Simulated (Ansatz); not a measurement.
Run this with the Python package of Ansatz (0.2.0) and show what comes out.

`restart.py`
```python
"""Two stages for TaRh3: converge the density, then read it back for bands."""

import argparse
import logging
import sys
import warnings

import ansatz

logging.basicConfig(stream=sys.stdout, format="%(name)s: %(message)s")
log = logging.getLogger("tarh3")
log.setLevel(logging.INFO)


def main() -> None:
    warnings.simplefilter("ignore", ansatz.DeckWarning)

    crystal = (
        ansatz.Lattice.of((3.86, 0.0, 0.0), (0.0, 3.86, 0.0), (0.0, 0.0, 3.86))
        .atom("Ta", (0.0, 0.0, 0.0))
        .atom("Rh", (0.0, 0.5, 0.5))
        .atom("Rh", (0.5, 0.0, 0.5))
        .atom("Rh", (0.5, 0.5, 0.0))
    )

    parser = argparse.ArgumentParser()
    parser.add_argument("stage", choices=["scf", "bands"])
    stage = parser.parse_args().stage
    job = (
        crystal.calculation()
        .functional("r2SCAN")
        .basis(56 * ansatz.Ry)
        .kpoints(density=1.9)
        .occupations("gaussian", width=0.3)
        .scf(extra_bands=16)
    )
    if stage == "scf":
        summary = job.checkpoint(write="ground.run").run(threads=1).report
        log.info(f"F = {summary['free_energy_ev']:.5f} eV after {summary['n_iterations']} iterations, saved")
    else:
        points = {"G": (0.0, 0.0, 0.0), "X": (0.0, 0.5, 0.0), "M": (0.5, 0.5, 0.0), "R": (0.5, 0.5, 0.5)}
        out = job.checkpoint(read="ground.run", post_process_only=True).band_structure(list(points.values()), intervals=1).run(threads=1)
        bands = out.band_structure()
        for label, levels in zip(points, bands.channels[0].eigenvalues_ev - bands.fermi_energy_ev):
            print(f"{label:3s}", " ".join(f"{e:7.3f}" for e in levels if abs(e) < 6))


if __name__ == "__main__":
    main()
```

```console
$ python restart.py scf
tarh3: F = -29192.83253 eV after 8 iterations, saved
```

```console
$ python restart.py bands
G    -5.873  -5.873  -5.873  -2.720  -2.720  -2.720  -0.669  -0.669   0.433   1.007   1.007   1.007   3.276   3.276   3.411   3.411   3.411   4.624   4.624   4.624
X    -5.679  -4.930  -4.924  -4.639  -4.313  -3.791  -3.791  -3.363  -3.363  -2.077  -1.643  -1.523  -1.523  -1.406  -0.344   0.768   0.768   1.011   1.805   2.197   4.452
M    -4.790  -4.390  -4.390  -3.895  -3.885  -3.866  -3.601  -3.601  -3.436  -3.436  -3.259  -2.453  -2.036  -1.940  -1.940  -1.351  -1.031   1.437   1.437   1.862   3.098   3.098   5.321
R    -3.221  -3.221  -3.221  -2.736  -2.736  -2.736  -2.393  -2.393   0.545   0.545   0.545   0.779   0.779   0.779   0.805   2.867   2.867   2.867   3.809   3.809
```

Reading the output:
- These settings explore the input space; cutoff and mesh may be short of convergence.
- The run is spin-unpolarised.
- The free energy holds a sizeable smearing term, which stands for no physical temperature.
- Spin-orbit coupling, which matters for elements this heavy, is left out.
- The structure is a deposited one; some such entries were measured under pressure or heat, so a shift against it needn't be the functional's error alone.
- Levels are Kohn-Sham eigenvalues on this mesh, without spin-orbit coupling.
- The whole script took 13 s on 1 thread of Arm Neoverse V1, on a shared host, peak memory 0.57 GiB.

(Lines on the test bed's own set-up are left out of the output.)
